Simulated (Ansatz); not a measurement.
# ClH3Si: the cost of one run

Program: Ansatz 0.2.0, Gaussian basis. Level of theory: PBE0-D4/def2-TZVP structures, single points in def2-TZVPP, no counterpoise correction. These are calculated values, not measurements.

Levels: SPW92, PBE-D4, BLYP-D4, r2SCAN-D4, B97M-V, PBE0-D4, B3LYP-D4, r2SCAN0-D4, BHLYP-D4, CAM-B3LYP-D4, wB97X-V, wB97M-V, B2PLYP, PBE-QIDH, RPA on PBE, Hartree-Fock, MP2, CCSD, CCSD(T).

Cores are frozen in the correlated methods. Filled d shells of the heavier atoms are correlated. B3LYP uses VWN-RPA correlation. B2PLYP carries no dispersion term here.

94 further runs of the same task are left out: 94 set aside as unsound or not needed.

### 1 Starting geometry

The complex: 7 atoms, charge 0, spin multiplicity 1.

Atoms are counted from 1 here; the program's logs count them from 0.

Bond lengths: Si1–H3 1.479 Å, Si1–H4 1.479 Å, Si1–H5 1.480 Å, Si1–Cl7 2.067 Å, Br2–H6 1.427 Å. Angles: H3–Si1–H4 111.2°, H3–Si1–H5 111.0°, H3–Si1–Cl7 108.0°, H4–Si1–H5 111.0°, H4–Si1–Cl7 108.0°, H5–Si1–Cl7 107.4°.

As a file:

```xyz
7
BrClH4Si
Si   -1.0364    0.3025   -0.1380
Br    2.4961   -1.6503    0.5533
H    -0.8788   -0.7911   -1.1210
H    -1.0348   -0.2185    1.2459
H    -2.2611    1.0877   -0.4087
H     2.1397   -0.3115    0.2099
Cl    0.5751    1.5813   -0.3412
```

Its parts: SiH3Cl holds atoms 1, 3, 4, 5, 7; HBr holds atoms 2, 6. Each part counts its atoms afresh in its own runs.

### 2 Relaxing SiH3Cl alone

Contents of relax-a/in.yaml:

```yaml
crystal:
  periodic: [false, false, false]
  atoms:
    - {symbol: Si, position_ang: [-1.036366, 0.302495, -0.138033]}
    - {symbol: H, position_ang: [-0.878755, -0.791099, -1.121016]}
    - {symbol: H, position_ang: [-1.034840, -0.218535, 1.245876]}
    - {symbol: H, position_ang: [-2.261087, 1.087654, -0.408728]}
    - {symbol: Cl, position_ang: [0.575121, 1.581346, -0.341187]}
basis:
  gaussian: {orbitals: def2-TZVP}
hamiltonian: {xc: pbe0, dispersion: d4}
relax: {f_tol: 0.005, max_steps: 200}
```

Command:

```sh
$ ansatz run in.yaml --threads 4 --pin off --events-out ev --progress --plain --max-ram 9574MiB
```

**Question.** How long does this run take on 4 threads of Arm Neoverse V1, shared host?

About 2.5 s.
